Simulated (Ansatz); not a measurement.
**CH7BSSi: basis-set convergence**

One table from this session's results is given with a row withheld; the runs are named, their logs left out.

The runs use Ansatz 0.2.0, Gaussian basis; one geometry, several basis sets.

Levels to be run: PBE0-D4/def2-SVP; ωB97M-V/def2-SVP; PBE0-D4/def2-QZVPP; ωB97M-V/def2-QZVPP; the functionals' def2-TZVPP values are taken from earlier runs.

### Structure used throughout

The geometry comes from an earlier relaxation with PBE0-D4 in a triple-zeta def2 set; it is a stationary point, not always the lowest conformer.

11 atoms, charge 0, spin multiplicity 1.

Atoms are counted from 1 here; the program's logs count them from 0.

Bond lengths: B1–C2 1.555 Å, B1–S3 2.074 Å, B1–H5 1.200 Å, B1–H6 1.195 Å, C2–S3 1.857 Å, C2–H7 1.087 Å, C2–H8 1.086 Å, S3–Si4 2.160 Å, Si4–H9 1.481 Å, Si4–H10 1.485 Å, Si4–H11 1.481 Å. Angles: C2–B1–S3 59.5°, C2–B1–H5 118.9°, C2–B1–H6 119.8°, S3–B1–H5 109.0°, S3–B1–H6 108.3°, H5–B1–H6 120.4°, B1–C2–S3 74.3°, B1–C2–H7 120.5°, B1–C2–H8 122.3°, S3–C2–H7 106.9°, S3–C2–H8 111.1°, H7–C2–H8 112.5°, B1–S3–C2 46.2°, B1–S3–Si4 95.3°, C2–S3–Si4 100.7°, S3–Si4–H9 107.9°, S3–Si4–H10 108.3°, S3–Si4–H11 108.7° and more.

Geometry (Å):

| atom | x (Å) | y (Å) | z (Å) |
| --- | --- | --- | --- |
| B1 | -0.41773 | 1.40605 | 0.33596 |
| C2 | -1.25065 | 0.16264 | 0.75831 |
| S3 | 0.51601 | -0.26121 | 1.14209 |
| Si4 | 1.15698 | -1.06885 | -0.75602 |
| H5 | -0.08938 | 1.52154 | -0.81289 |
| H6 | -0.28366 | 2.31743 | 1.09765 |
| H7 | -1.78973 | 0.15416 | 1.70197 |
| H8 | -1.66947 | -0.52936 | 0.03390 |
| H9 | 0.00835 | -1.00467 | -1.68810 |
| H10 | 1.57656 | -2.47788 | -0.54661 |
| H11 | 2.30813 | -0.27686 | -1.24566 |

The first run:

The input, in.yaml:

```yaml
crystal:
  periodic: [false, false, false]
  atoms:
    - {symbol: B, position_ang: [-0.417733, 1.406048, 0.335959]}
    - {symbol: C, position_ang: [-1.250654, 0.162644, 0.758308]}
    - {symbol: S, position_ang: [0.516006, -0.261215, 1.142091]}
    - {symbol: Si, position_ang: [1.156983, -1.068846, -0.756020]}
    - {symbol: H, position_ang: [-0.089378, 1.521544, -0.812893]}
    - {symbol: H, position_ang: [-0.283659, 2.317434, 1.097653]}
    - {symbol: H, position_ang: [-1.789729, 0.154156, 1.701971]}
    - {symbol: H, position_ang: [-1.669471, -0.529356, 0.033899]}
    - {symbol: H, position_ang: [0.008348, -1.004671, -1.688096]}
    - {symbol: H, position_ang: [1.576563, -2.477881, -0.546615]}
    - {symbol: H, position_ang: [2.308126, -0.276858, -1.245656]}
basis:
  gaussian: {orbitals: def2-SVP}
hamiltonian: {xc: pbe0, dispersion: d4}
output: {orbitals: {seedname: orbitals}}
```

Command:

```
$ ansatz run in.yaml --threads 2 --pin off --events-out ev --progress --plain --max-ram 4352MiB
```

Steps of the session up to this table: PBE0-D4 in def2-SVP; ωB97M-V in def2-SVP; PBE0-D4 in def2-QZVPP; ωB97M-V in def2-QZVPP.

One table of the session follows, with a row left open; its other results are not shown here.

```
functional       basis  HOMO (eV)  LUMO (eV)
   PBE0-D4    def2-SVP      -7.91      -0.10
   PBE0-D4  def2-TZVPP      -7.90      -0.36
   PBE0-D4  def2-QZVPP      -7.91      -0.46
   ωB97M-V    def2-SVP     -10.01       1.91
   ωB97M-V  def2-TZVPP          ?          ?
   ωB97M-V  def2-QZVPP     -10.04       1.13
```

**Question.** Estimate the row for ωB97M-V, def2-TZVPP.

As computed: HOMO (eV): -10.03; LUMO (eV): 1.45. In the column «HOMO (eV)» it lies between ωB97M-V, def2-QZVPP (-10.04) and ωB97M-V, def2-SVP (-10.01).
